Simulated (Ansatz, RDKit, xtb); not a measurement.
**Isomers of C3H2BrN3, a sample narrowed down**

A sample of isomers of C3H2BrN3 is drawn. Aim: find which of them has the lowest free energy at 298.15 K, then its properties. The sample is small against all isomers, and the most stable one of this formula need not be in it.

The funnel: GFN2-xTB relaxations, single points with a density functional, relaxations at B3LYP/def2-SVP, harmonic vibrations (at GFN2-xTB), and a last energy at a higher level. All values are calculated.

**1. Drawing up candidates**

Isomers were taken from a list of plausible structures; this is a sample, not all of them. That gives 4 candidates.

| label | SMILES | spin |
| --- | --- | --- |
| c022 | Brc1ccnnn1 | singlet |
| c335 | Brc1cnncn1 | singlet |
| c493 | Brc1ncncn1 | singlet |
| c519 | Brc1cncnn1 | singlet |

Candidates are built by distance geometry, with a force field where one applies, in up to four conformers (letters a to d).

**Question.** With final energies at CCSD(T)/def2-SVP + MP2/def2-TZVPP - MP2/def2-SVP, which structure will this search put lowest in free energy, and by what margin?

| quantity | value |
| --- | --- |
| lowest structure found | Brc1ncncn1, singlet |
| next finalist | Brc1cnncn1, singlet, 24.8 kcal/mol higher in G |
| share at equilibrium, among the finalists | 100.0 % |

`Brc1ncncn1` comes out lowest. The margin of 24.8 kcal/mol over the next finalist is beyond the usual error of the last level; it says nothing of structures that weren't ranked. GFN2-xTB, HF/STO-3G, r2SCAN-D4/def2-SVP, B3LYP/def2-SVP, HF/def2-SVP and MP2/def2-SVP already put its bonding pattern lowest among the structures in one piece. The search is not exhaustive (a finite list of starts, one conformer a finalist), so a lower isomer can't be ruled out. Only 4 drawn patterns were tried, so whole families of isomers are missing, and the result ranks this sample alone.
